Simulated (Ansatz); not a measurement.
# SiO2: the cost of one run

Program: Ansatz 0.2.0. Level of theory: DFT LDA, scalar-relativistic, plane waves, PAW. These are calculated values, not measurements.

1 further run of the same task is left out (set aside as unsound or not needed). Runs told in other sessions of the task aren't counted.

### Step 1. Starting point

The structure is tetragonal, space group I-42d (No. 122). The conventional cell has a = 4.925 Å, b = 4.925 Å, c = 7.287 Å, α = 90.00°, β = 90.00°, γ = 90.00°. Si (site symmetry -4) has 4 O at 1.61 Å in its first shell of neighbours. Around O (site symmetry 2) lie 2 Si at 1.61 Å.

As a file:

```cif
data_structure
_symmetry_space_group_name_H-M 'I-42d'
_symmetry_Int_Tables_number 122
_cell_length_a 4.9250
_cell_length_b 4.9250
_cell_length_c 7.2873
_cell_angle_alpha 90.000
_cell_angle_beta 90.000
_cell_angle_gamma 90.000
_cell_volume 176.76
loop_
_atom_site_label
_atom_site_type_symbol
_atom_site_symmetry_multiplicity
_atom_site_Wyckoff_symbol
_atom_site_fract_x
_atom_site_fract_y
_atom_site_fract_z
_atom_site_occupancy
Si1 Si 4 a 0.00000 0.00000 0.00000 1
O1 O 8 d 0.25000 0.59928 0.37500 1
```

This cell was relaxed beforehand with the same method: volume 14.73 Å³/atom, gap on the mesh 5.76 eV.

### Step 2. The reference: the undisturbed cell on the scan's mesh

Input file input.yaml:

```yaml
crystal:
  lattice:
    - [-2.462499446, 2.462499446, 3.6436693974]
    - [2.462499446, -2.462499446, 3.6436693974]
    - [2.462499446, 2.462499446, -3.6436693974]
  atoms:
    - { symbol: Si, position: [0.0, 0.0, 0.0] }
    - { symbol: Si, position: [0.75, 0.25, 0.5] }
    - { symbol: O, position: [0.9742770065, 0.625, 0.8492770065] }
    - { symbol: O, position: [0.375, 0.2242770065, 0.3492770065] }
    - { symbol: O, position: [0.7757229935, 0.125, 0.1507229935] }
    - { symbol: O, position: [0.875, 0.0257229935, 0.6507229935] }
basis:
  ecutwfc: 420
kpoints:
  mp_grid: { grid: [6, 6, 6] }
hamiltonian:
  xc: lda
scf:
  occupations: { method: gaussian, width: 0.05 }
output:
  forces: true
  stress: true
  eigenvalues: true
  write_density: true
  write_potential: true
  elf: true
  volumetric_format: npy
```

Started as:

```console
$ ansatz run input.yaml --threads 1 --pin off --max-ram 2560MiB --backend cpu --events-out ev --progress --plain --runs-dir out
```

Q: Estimate wall time and peak memory on 1 thread of Intel Xeon Platinum 8259CL at 2.50GHz (Skylake/Cascade Lake), shared host.

About 9.6 s, with a peak of 0.37 GiB.
